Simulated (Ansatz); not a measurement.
**BH₃O₂Te: up Jacob's ladder to CCSD(T)**

An exercise on one series of results from a longer session: the logs are not shown, and one member is left open.

Program: Ansatz 0.2.0, Gaussian basis. Level of theory: functionals in def2-TZVPP, the program's frozen cores in correlated methods. These are calculated values, not measurements.

Levels to be run: LDA (SPW92), PBE-D4, revPBE-D4, BLYP-D4, r2SCAN-D4, B97M-V, PBE0-D4, B3LYP-D4, r2SCANh-D4, r2SCAN0-D4, HSE06-D4, BHLYP-D4, CAM-B3LYP-D4, LC-ωPBE, ωB97X-V, ωB97M-V, B2PLYP, PBE-QIDH; CCSD(T)/def2-SVP; CCSD(T)/def2-TZVPP; MP2/def2-QZVPP; extrapolation to the limit; RPA on PBE.

### The geometry

All runs share one geometry, relaxed beforehand with PBE0-D4 in a triple-zeta def2 set. Te takes the def2 core potential; no spin-orbit term is included.

SMILES `OB(O)[TeH]`, 7 atoms, charge 0, spin multiplicity 1.

Atoms are counted from 1 here; the program's logs count them from 0.

Bond lengths: O1–B2 1.353 Å, O1–H5 0.957 Å, B2–O3 1.354 Å, B2–Te4 2.206 Å, O3–H6 0.957 Å, Te4–H7 1.657 Å. Angles: B2–O1–H5 114.6°, O1–B2–O3 116.8°, O1–B2–Te4 122.8°, O3–B2–Te4 120.4°, B2–O3–H6 115.7°, B2–Te4–H7 93.3°.

The first run:

File in.yaml:

```yaml
crystal:
  periodic: [false, false, false]
  atoms:
    - {symbol: O, position_ang: [0.130088, 1.424833, -0.102416]}
    - {symbol: B, position_ang: [0.244652, 0.152714, 0.342445]}
    - {symbol: O, position_ang: [0.934676, -0.032761, 1.493002]}
    - {symbol: Te, position_ang: [-0.633441, -1.568469, -0.722425]}
    - {symbol: H, position_ang: [-0.363282, 1.518577, -0.917590]}
    - {symbol: H, position_ang: [1.006614, -0.938891, 1.793213]}
    - {symbol: H, position_ang: [-1.258108, -0.624003, -1.931829]}
basis:
  gaussian: {orbitals: def2-TZVPP}
hamiltonian: {xc: lda}
output: {orbitals: {seedname: orbitals}}
```

Among the steps run: LDA; PBE-D4 (GGA); revPBE-D4 (GGA); BLYP-D4 (GGA); r2SCAN-D4 (meta-GGA); B97M-V (meta-GGA); PBE0-D4 (hybrid); B3LYP-D4 (hybrid); r2SCANh-D4 (hybrid); r2SCAN0-D4 (hybrid); HSE06-D4 (hybrid); BHLYP-D4 (hybrid); CAM-B3LYP-D4 (range-separated); LC-ωPBE-D4 (range-separated; the results give it without D4); ωB97X-V (range-separated); ωB97M-V (range-separated); B2PLYP (double hybrid); PBE-QIDH (double hybrid).

One of the session's tables, all rows but one given; the rest of the session is left out.

It belongs to the step «Frontier levels by functional». 

| functional | HOMO (eV) | gap (eV) |
| --- | --- | --- |
| LDA (SPW92) | -5.78 | 3.93 |
| PBE-D4 | -5.61 | 3.95 |
| revPBE-D4 | -5.56 | 3.98 |
| BLYP-D4 | -5.45 | 3.83 |
| r2SCAN-D4 | -5.88 | 4.50 |
| B97M-V | -5.84 | 4.33 |
| PBE0-D4 | -6.68 | 5.82 |
| B3LYP-D4 | -6.46 | 5.32 |
| r2SCANh-D4 | -6.27 | 5.17 |
| r2SCAN0-D4 | -6.86 | 6.16 |
| HSE06-D4 | -6.29 | 5.05 |
| BHLYP-D4 | -7.59 | 7.48 |
| CAM-B3LYP-D4 | -7.91 | 7.97 |
| LC-ωPBE | ? | ? |
| ωB97X-V | -8.88 | 9.99 |
| ωB97M-V | -8.76 | 9.64 |

**Question.** Estimate the row for LC-ωPBE.

**Answer.** HOMO (eV): -9.21; gap (eV): 10.47. In the column «HOMO (eV)» it is the lowest.
